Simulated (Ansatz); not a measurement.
# CH9B2GaSi: basis-set convergence

The task here is to estimate one member of a computed series from the others.

Computed with Ansatz 0.2.0, Gaussian basis. Level: one geometry, several basis sets.

Plan: PBE0-D4/def2-SVP; ωB97M-V/def2-SVP; PBE0-D4/def2-QZVPP; ωB97M-V/def2-QZVPP; the functionals' def2-TZVPP values are taken from earlier runs.

## Structure used throughout

An earlier PBE0-D4 in a triple-zeta def2 set relaxation fixed the geometry.

14 atoms, charge 0, spin multiplicity 1.

Atoms are counted from 1 here; the program's logs count them from 0.

Bond lengths: B1–B2 1.536 Å, B1–Ga3 2.172 Å, B1–H6 1.194 Å, B1–H7 1.229 Å, B2–Ga3 2.422 Å, B2–C4 1.509 Å, Ga3–H8 1.581 Å, Ga3–H9 1.570 Å, C4–Si5 1.903 Å, C4–H10 1.094 Å, C4–H11 1.096 Å, Si5–H12 1.483 Å, Si5–H13 1.483 Å, Si5–H14 1.485 Å. Angles: B2–B1–Ga3 79.5°, B2–B1–H6 129.4°, B2–B1–H7 112.0°, Ga3–B1–H6 108.7°, Ga3–B1–H7 81.5°, H6–B1–H7 118.6°, B1–B2–Ga3 61.9°, B1–B2–C4 173.5°, Ga3–B2–C4 117.1°, B1–Ga3–B2 38.6°, B1–Ga3–H8 127.9°, B1–Ga3–H9 112.6°, B2–Ga3–H8 96.9°, B2–Ga3–H9 143.6°, H8–Ga3–H9 118.0°, B2–C4–Si5 106.8°, B2–C4–H10 115.6°, B2–C4–H11 111.4° and more.

The first run:

in.yaml reads:

```yaml
crystal:
  periodic: [false, false, false]
  atoms:
    - {symbol: B, position_ang: [-0.775372, 0.744137, 1.707495]}
    - {symbol: B, position_ang: [-0.271664, -0.390271, 0.802368]}
    - {symbol: Ga, position_ang: [-1.899517, 1.156465, -0.105121]}
    - {symbol: C, position_ang: [0.332294, -1.391001, -0.152518]}
    - {symbol: Si, position_ang: [1.863844, -0.563513, -0.921787]}
    - {symbol: H, position_ang: [-1.534795, 0.699461, 2.627693]}
    - {symbol: H, position_ang: [-0.265664, 1.824456, 1.418482]}
    - {symbol: H, position_ang: [-1.378275, 1.128672, -1.597573]}
    - {symbol: H, position_ang: [-3.272236, 1.860339, 0.183937]}
    - {symbol: H, position_ang: [-0.319112, -1.718516, -0.967661]}
    - {symbol: H, position_ang: [0.727680, -2.264088, 0.379132]}
    - {symbol: H, position_ang: [1.522022, 0.769871, -1.473163]}
    - {symbol: H, position_ang: [2.912690, -0.420456, 0.116659]}
    - {symbol: H, position_ang: [2.358094, -1.435565, -2.017943]}
basis:
  gaussian: {orbitals: def2-SVP}
hamiltonian: {xc: pbe0, dispersion: d4}
output: {orbitals: {seedname: orbitals}}
```

Launch:

```
> ansatz run in.yaml --threads 2 --pin off --events-out ev --progress --plain --max-ram 32768MiB --backend cpu
```

Steps of the session up to this table: PBE0-D4 in def2-SVP; ωB97M-V in def2-SVP; PBE0-D4 in def2-QZVPP; ωB97M-V in def2-QZVPP.

One of the session's tables, all rows but one given; the rest of the session is left out.

It belongs to the step «Density functionals: the series». 

| functional | basis | HOMO (eV) | LUMO (eV) |
| --- | --- | --- | --- |
| PBE0-D4 | def2-SVP | -6.59 | -1.54 |
| PBE0-D4 | def2-TZVPP | -6.62 | -1.59 |
| PBE0-D4 | def2-QZVPP | -6.62 | -1.61 |
| ωB97M-V | def2-SVP | -8.57 | 0.25 |
| ωB97M-V | def2-TZVPP | -8.62 | 0.15 |
| ωB97M-V | def2-QZVPP | ? | ? |

**Question.** Estimate the row for ωB97M-V, def2-QZVPP.

As computed: HOMO (eV): -8.62; LUMO (eV): 0.03.
